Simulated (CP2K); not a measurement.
Runs of CP2K 2026.2 on Ta3AsAu2O13. The structure is hexagonal, space group P-6 (No. 174). The conventional cell has a = 5.452 Å, b = 5.452 Å, c = 9.579 Å, α = 90.00°, β = 90.00°, γ = 120.00°. Around Ta (site symmetry 3) lie 4 O at 1.86 to 2.04 Å. Ta (site symmetry -6) is surrounded by 6 O at 2.05 Å. Around As (site symmetry -6) lie 6 O at 1.91 Å. Au (site symmetry 3) is surrounded by 6 O at 2.15 to 2.34 Å. O (site symmetry -6) has 2 Ta at 1.86 Å as nearest neighbours. O (site symmetry 1) is surrounded by 1 As at 1.91 Å and 1 Ta at 2.14 Å and 1 Au at 2.15 Å. O (site symmetry 1) is surrounded by 2 Ta at 2.04 to 2.05 Å and 1 Au at 2.34 Å. The cell was built by a generator and needn't be a form met in nature.

| task | level | potentials or basis | cell | k mesh | smearing | EPS_DEFAULT | EXTRAPOLATION | optimiser | most steps | KEEP_ANGLES | gap on the mesh (eV) | pressure (GPa) | relaxed volume (Å³/atom) | largest force (eV/Å) |
| --- | --- | --- | --- | --- | --- | --- | --- | --- | --- | --- | --- | --- | --- | --- |
| relaxation of cell and atoms | PBE | GTH_POTENTIALS Ta GTH-PBE-q13, As GTH-PBE-q5, Au GTH-PBE-q11, O GTH-PBE-q6; DZVP-MOLOPT-SR-GTH basis | relaxed | 5 × 5 × 2 | fermi-dirac 0.05 eV | 1.0E-10 | USE_PREV_P | BFGS | 40 | yes | none | 0.0 | 13.18 | 0.03 |
| single point | PBEsol | GTH_POTENTIALS Ta GTH-PBE-q13, As GTH-PBE-q5, Au GTH-PBE-q11, O GTH-PBE-q6; DZVP-MOLOPT-SR-GTH basis | as given | 5 × 5 × 2 | fermi-dirac 0.05 eV | 1.0E-10 | - | - | - | - | none | (b) | - | 0.44 |
| relaxation of cell and atoms | PBEsol | GTH_POTENTIALS Ta GTH-PBE-q13, As GTH-PBE-q5, Au GTH-PBE-q11, O GTH-PBE-q6; DZVP-MOLOPT-SR-GTH basis | relaxed | 5 × 5 × 2 | fermi-dirac 0.05 eV | 1.0E-10 | USE_PREV_P | BFGS | 40 | yes | none | 0.0 | (a) | 0.02 |
| single point | LDA | GTH_POTENTIALS Ta GTH-PBE-q13, As GTH-PBE-q5, Au GTH-PBE-q11, O GTH-PBE-q6; DZVP-MOLOPT-SR-GTH basis | as given | 5 × 5 × 2 | fermi-dirac 0.05 eV | 1.0E-10 | - | - | - | - | none | -7.4 | - | (c) |
| single point | PBE+D4 | GTH_POTENTIALS Ta GTH-PBE-q13, As GTH-PBE-q5, Au GTH-PBE-q11, O GTH-PBE-q6; DZVP-MOLOPT-SR-GTH basis | as given | 5 × 5 × 2 | fermi-dirac 0.05 eV | 1.0E-10 | - | - | - | - | none | -2.3 | - | 0.45 |
| single point | PBE | POTENTIAL_UZH Ta GTH-PBE-q13, As GTH-PBE-q5, Au GTH-PBE-q11, O GTH-PBE-q6; DZVP-MOLOPT-PBE-GTH basis | as given | 6 × 6 × 3 | fermi-dirac 0.05 eV | 1.0E-10 | - | - | - | - | none | 0.3 | - | 0.37 |
| projected density of states | PBE | GTH_POTENTIALS Ta GTH-PBE-q13, As GTH-PBE-q5, Au GTH-PBE-q11, O GTH-PBE-q6; DZVP-MOLOPT-SR-GTH basis | as given | 5 × 5 × 2 | fermi-dirac 0.05 eV | 1.0E-10 | - | - | - | - | none | 0.2 | - | 0.43 |
| electron localisation function | PBE | GTH_POTENTIALS Ta GTH-PBE-q13, As GTH-PBE-q5, Au GTH-PBE-q11, O GTH-PBE-q6; DZVP-MOLOPT-SR-GTH basis | as given | 5 × 5 × 2 | fermi-dirac 0.01 eV | 1.0E-9 | - | - | - | - | none | 0.2 | - | 0.42 |

Alike in all rows: no spin polarisation.

Estimate the missing entries.

(a) 12.69; (b) -4.5; (c) 0.48.

Caveats: with these potentials and basis sets, volumes of gold and of layered tellurides can stand 1.5 % and more from those of plane-wave programs; the basis of atomic orbitals isn't converged, which shifts pressures, moduli and gaps; the potentials were made for another functional, which shifts forces and pressure (some runs); pairwise dispersion overbinds metals, which lowers pressure and volume (some runs).

A k mesh can miss the band edges, and the runs leave out spin-orbit coupling on As, Au, Ta.

A gap of «none» marks a metal or a gap under the smearing width.
